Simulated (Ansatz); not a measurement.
# Ta2N: under pressure

One table from this session's results is given with a row withheld; the runs are named, their logs left out.

Computed with Ansatz 0.2.0 (DFT PBEsol, scalar-relativistic, plane waves, PAW, unless a step's input says otherwise).

2 further runs of the same task are left out: 2 set aside as unsound or not needed.

## The structure to begin with

It takes space group P-31m (No. 162, trigonal). The conventional cell has a = 5.264 Å, b = 5.264 Å, c = 4.913 Å, α = 90.00°, β = 90.00°, γ = 120.00°. Around Ta (site symmetry m) lie 3 N at 2.13 to 2.15 Å. Around N (site symmetry 32) lie 6 Ta at 2.15 Å. N (site symmetry -3m) is surrounded by 6 Ta at 2.13 Å.

Coordinates:

```xyz
9
Lattice="5.2641 0.0000 0.0000 -2.6320 4.5588 0.0000 0.0000 0.0000 4.9126" Properties=species:S:1:pos:R:3 pbc="T T T"
Ta    1.7551    3.0399    3.6982
Ta   -0.8770    1.5190    3.6982
Ta    1.7540    0.0000    3.6982
Ta    0.8770    1.5190    1.2144
Ta   -1.7551    3.0399    1.2144
Ta    3.5101    0.0000    1.2144
N     2.6320    1.5196    2.4563
N     0.0000    3.0392    2.4563
N     0.0000    0.0000    0.0000
```

It goes back to an entry of the Materials Project, which need not be the stable form.

It is the result of an earlier relaxation at this level (volume 13.10 Å³/atom; gap on the mesh: none (metal)).

The first run:

File input.yaml:

```yaml
crystal:
  lattice:
    - [5.2804979595, 0.0, 0.0]
    - [-2.6402489797, 4.5730453775, 0.0]
    - [0.0, 0.0, 4.9279078271]
  atoms:
    - { symbol: Ta, position: [0.6668041025, 0.6668041025, 0.7527922846] }
    - { symbol: Ta, position: [0.0, 0.3331958975, 0.7527922846] }
    - { symbol: Ta, position: [0.3331958975, 0.0, 0.7527922846] }
    - { symbol: Ta, position: [0.3331958975, 0.3331958975, 0.2472077154] }
    - { symbol: Ta, position: [0.0, 0.6668041025, 0.2472077154] }
    - { symbol: Ta, position: [0.6668041025, 0.0, 0.2472077154] }
    - { symbol: "N", position: [0.6666666667, 0.3333333333, 0.5] }
    - { symbol: "N", position: [0.3333333333, 0.6666666667, 0.5] }
    - { symbol: "N", position: [0.0, 0.0, 0.0] }
basis:
  ecutwfc: 420
kpoints:
  mp_grid: { grid: [12, 12, 8] }
hamiltonian:
  xc: pbesol
scf:
  occupations: { method: gaussian, width: 0.1 }
output:
  forces: true
  stress: true
  eigenvalues: true
relax:
  adjacent_minimum: "off"
  f_tol: 0.008
  max_steps: 50
  cell: { stress_tol: 0.08, p_target: -1.0 }
```

Launch:

```bash
$ ansatz run input.yaml --threads 2 --pin off --max-ram 5120MiB --backend cpu --events-out ev --progress --plain --runs-dir out
```

Among the steps run: Target pressure -1 GPa; 1 GPa; 4 GPa; Target pressure 12 GPa; Relaxing at 25 GPa.

One table of the session follows, with a row left open; its other results are not shown here.

Lengths are those of the vectors of the cell that was run:

```
P (GPa)  V (Å³/atom)  a (Å)  b (Å)  c (Å)  ΔH (eV/atom)
     -1        13.14  5.270  5.270  4.917        -0.082
      0        13.10  5.264  5.264  4.913         0.000
      1            ?      ?      ?      ?             ?
      4        12.93  5.241  5.241  4.893         0.325
     12        12.63  5.198  5.198  4.857         0.963
     25        12.20  5.136  5.136  4.806         1.969
```

Estimate the missing values for P (GPa) = 1.

Worked estimate for «V (Å³/atom)». A straight line through the neighbours (0, 13.10) and (4, 12.93) gives 13.10 + (12.93 − 13.10) × (1 − 0) / (4 − 0) = 13.06; a parabola fitted to 4 rows on both sides gives 13.06.

**Answer.** V (Å³/atom): 13.05; a (Å): 5.257; b (Å): 5.257; c (Å): 4.908; ΔH (eV/atom): 0.082. In «V (Å³/atom)» the line misses by +0.01 and the parabola by +0.01.

ΔH is E + PV over the energy at zero pressure; a, b and c are the vectors of the computed cell. 

Caveats from the session: The final runs have no spin polarisation, so a magnetic state may lie lower.
